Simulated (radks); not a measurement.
# Ionisation energy and size from Sc²⁺ to Zn²⁺

An exercise on one series of results from a longer session: the logs are not shown, and one member is left open.

Program: radks (a radial shooting solver on a logarithmic mesh, Libxc functionals) version 1. Level of theory: Dirac Kohn-Sham, LDA (Slater exchange, Perdew-Wang correlation), spin-unpolarised, spherical densities, finite nucleus; open shells fill j = l - 1/2 first. These are calculated values, not measurements, unless marked.

## Starting point

```
species : Sc²⁺, Ti²⁺, V²⁺, Cr²⁺, Mn²⁺, Fe²⁺, Co²⁺, Ni²⁺, Cu²⁺, Zn²⁺
runs    : 20, each species and its next ion
```

Set-up of the first run:

The run's settings:

```text
Z 21
configuration [Ar] 3d1
relativity Dirac
functional lda,pw
spin unpolarised
j_filling energy
nucleus finite rms 3.5459 fm
c 137.035999084
```

Among the steps run: Sc²⁺, [Ar] 3d1; Sc³⁺, [Ar]; Ti²⁺, [Ar] 3d2; Ti³⁺, [Ar] 3d1; V²⁺, [Ar] 3d3; V³⁺, [Ar] 3d2; Cr²⁺, [Ar] 3d4; Cr³⁺, [Ar] 3d3; Mn²⁺, [Ar] 3d5; Mn³⁺, [Ar] 3d4; Fe²⁺, [Ar] 3d6; Fe³⁺, [Ar] 3d5; Co²⁺, [Ar] 3d7; Co³⁺, [Ar] 3d6; Ni²⁺, [Ar] 3d8; Ni³⁺, [Ar] 3d7; Cu²⁺, [Ar] 3d9; Cu³⁺, [Ar] 3d8; Zn²⁺, [Ar] 3d10; Zn³⁺, [Ar] 3d9.

One table of the session follows, with a row left open; its other results are not shown here.

| species | Δ-SCF (eV) | −ε(HOMO) (eV) | its <r> (bohr) |
| --- | --- | --- | --- |
| Sc²⁺ | ? | ? | ? |
| Ti²⁺ | 27.217 | 19.945 | 1.43 |
| V²⁺ | 29.188 | 21.606 | 1.32 |
| Cr²⁺ | 31.058 | 23.164 | 1.22 |
| Mn²⁺ | 32.722 | 24.536 | 1.15 |
| Fe²⁺ | 34.429 | 25.939 | 1.08 |
| Co²⁺ | 36.076 | 27.288 | 1.02 |
| Ni²⁺ | 37.673 | 28.590 | 0.971 |
| Cu²⁺ | 39.225 | 29.852 | 0.925 |
| Zn²⁺ | 40.737 | 31.078 | 0.883 |

**Question.** Estimate the row for Sc²⁺.

The run gave: Δ-SCF (eV): 25.115; −ε(HOMO) (eV): 18.145; its <r> (bohr): 1.56. In the column «Δ-SCF (eV)» it is the lowest.

Spin polarisation and multiplet splitting are left out, so open shells lie too high by an amount that depends on their filling.
